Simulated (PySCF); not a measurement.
# AsH9Si3 (trisilylarsane): the cost of one run

The runs use PySCF 2.14.0, with density-fitted response routines of our own; the level of theory stands in each step. All values are computed, except where a source is named. Atoms are numbered from 0 throughout.

### Step 1. The starting structure

13 atoms, charge 0, multiplicity 1; geometry from: GFN2-xTB. The atoms were then displaced at random by about 0.01 Å, so the start is not that level's minimum.

Bonds of the start (Å): Si0–As1 2.29, As1–Si2 2.30, As1–Si3 2.29, Si0–H4 1.48, Si0–H5 1.47, Si0–H6 1.48, Si2–H7 1.50, Si2–H8 1.47, Si2–H9 1.48, Si3–H10 1.46, Si3–H11 1.49, Si3–H12 1.48.

### Step 2. Optimising the geometry at PBE0-D3(BJ)/def2-SVP

What the job is given:

```
{"job": {"xc": "PBE0", "basis": "def2-SVP", "d3": "d3bj", "grid": 1, "shake": 0.01, "kind": "geom"}, "charge": 0, "multiplicity": 1}
Si    -0.734460     1.762250    -0.483490
As     0.240020    -0.220230    -1.089390
Si     1.960070    -0.187830     0.442810
Si    -1.144450    -1.643400     0.053330
H      0.086670     2.911200    -0.910180
H     -1.018320     1.956080     0.949340
H     -2.037660     1.930290    -1.171430
H      2.978800     0.849440     0.081780
H      2.677000    -1.472920     0.472150
H      1.577120     0.080100     1.852030
H     -0.651860    -3.017750     0.046730
H     -2.487660    -1.677290    -0.591090
H     -1.439450    -1.286820     1.458510
```

Command:

```
$ OMP_NUM_THREADS=1 python probes_run.py task.json out
```

One launch serves the whole session: the jobs run in the order shown.

Q: Estimate the wall time and peak memory of this first job on 1 thread of Arm Neoverse V2, shared host.

About 42 s, with a peak of 0.53 GiB.
